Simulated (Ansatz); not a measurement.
Runs of Ansatz 0.2.0 on NbTe. The structure is hexagonal, space group P-6m2 (No. 187). Conventional cell: a = 3.703 Å, b = 3.703 Å, c = 3.694 Å, α = 90.00°, β = 90.00°, γ = 120.00°. Around Te (site symmetry -6m2) lie 6 Nb at 2.83 Å. Nb (site symmetry -6m2) has 6 Te at 2.83 Å as nearest neighbours. The cell comes from a database or a generator and needn't be the stable form of this composition.

| task | level | potentials or basis | U | k mesh | hubbard projectors | double counting | mesh quality | gap on the mesh (eV) | pressure (GPa) | V0 of scaled cells (Å³/atom) | B0 (GPa) |
| --- | --- | --- | --- | --- | --- | --- | --- | --- | --- | --- | --- |
| equation of state | PBE0 | Ansatz PAW | - | 4 × 4 × 4 | - | - | coarse | - | - | 21.06 | 142 |
| equation of state | HSE06 | Ansatz PAW | - | 6 × 6 × 4 | - | - | coarse | - | - | (b) | (a) |
| equation of state | PBE | Ansatz PAW soft_1 | - | 8 × 8 × 7 | - | - | not flagged | - | - | (c) | 122 |
| projected density of states | PBEsol+U | Ansatz PAW | Nb d U = 8 eV | 8 × 8 × 7 | ortho-atomic (the default) | fll (the default) | not flagged | none | 8.4 | - | - |
| projected density of states | PBEsol | Ansatz PAW | - | 8 × 8 × 7 | - | - | not flagged | none | -5.2 | - | - |

Alike in all rows: no spin polarisation; cell as given; cutoff (eV) 420; smearing fermi-dirac 0.05 eV.

Q: Estimate the missing entries.

A: (a) 140; (b) 21.09; (c) 21.82.

Caveats: some runs use coarse meshes; the PAW data sets come from PBE, with cores solved anew for the run's functional, which leaves a small shift of forces and pressure (some runs); the cell was scaled at fixed shape and fractional positions, which overstates the stiffness of a crystal with free parameters, most of all of layers and chains (some runs); U without spin polarisation on a metal has little footing (some runs); the U is typed as a test and isn't derived for this compound (some runs).

A k mesh can miss the band edges, and the runs leave out spin-orbit coupling on Nb, Te.

A gap of «none» marks a metal or a gap under the smearing width.

Not every run made on this cell is shown here.
